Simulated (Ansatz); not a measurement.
# TiSi2: the cost of one run

Program: Ansatz 0.2.0. Level of theory: DFT PBEsol, scalar-relativistic. These are calculated values, not measurements.

## 1. The system as given

It takes space group Fddd (No. 70, orthorhombic). The conventional cell has a = 4.773 Å, b = 8.236 Å, c = 8.523 Å, α = 90.00°, β = 90.00°, γ = 90.00°. Ti (site symmetry 222) is surrounded by 10 Si at 2.54 to 2.75 Å. Si (site symmetry 2) has 5 Ti at 2.54 to 2.75 Å and 5 Si at 2.54 to 2.75 Å as nearest neighbours.

Coordinates:

```xyz
6
Lattice="0.0000 4.1180 4.2615 2.3865 0.0000 4.2615 2.3865 4.1180 0.0000" Properties=species:S:1:pos:R:3 pbc="T T T"
Ti    3.5798    6.1770    6.3922
Ti    2.3865    4.1180    4.2615
Si    1.1933    0.6836    2.1307
Si    1.1933    3.4344    2.1307
Si    2.3865    1.3754    4.2615
Si    2.3865    6.8606    4.2615
```

Atoms are numbered in the order of the input: Ti1, Ti2, Si3, Si4, Si5, Si6.

## 2. Volume × 0.96, LAPW

Contents of input.yaml:

```yaml
crystal:
  lattice:
    - [0.0, 4.0623445288, 4.2039051019]
    - [2.3542460462, 0.0, 4.2039051019]
    - [2.3542460462, 4.0623445288, 0.0]
  atoms:
    - { symbol: Ti, position: [0.75, 0.75, 0.75] }
    - { symbol: Ti, position: [0.5, 0.5, 0.5] }
    - { symbol: Si, position: [0.083, 0.417, 0.083] }
    - { symbol: Si, position: [0.417, 0.083, 0.417] }
    - { symbol: Si, position: [0.167, 0.833, 0.167] }
    - { symbol: Si, position: [0.833, 0.167, 0.833] }
kpoints:
  mp_grid: { grid: [8, 8, 8] }
  band_path:
    path:
      - [0.0, 0.0, 0.0]
      - [0.5, 0.0, 0.5]
      - [1.0, 0.5, 0.5]
      - [0.5, 0.5, 0.0]
      - [0.0, 0.0, 0.0]
      - [0.0, 0.4123673781, 0.4123673781]
      - [1.0, 0.5876326219, 0.5876326219]
      - [1.0, 0.5, 0.5]
      - [0.5, 0.0, 0.5]
    npoints: 5
scf:
  occupations: { method: fermi_dirac, width: 0.08 }
hamiltonian:
  xc: pbesol
  pseudopotentials: { kind: all_electron, lapw: { basis_error: 0.0005 } }
output:
  forces: true
  stress: true
  eigenvalues: true
```

On the command line:

```sh
> ansatz run input.yaml --threads 2 --pin off --max-ram 8192MiB --backend cpu --events-out ev --progress --plain --runs-dir out
```

Q: Estimate wall time and peak memory on 2 threads of Arm Neoverse V1, shared host.

About 61 s, with a peak of 0.88 GiB.
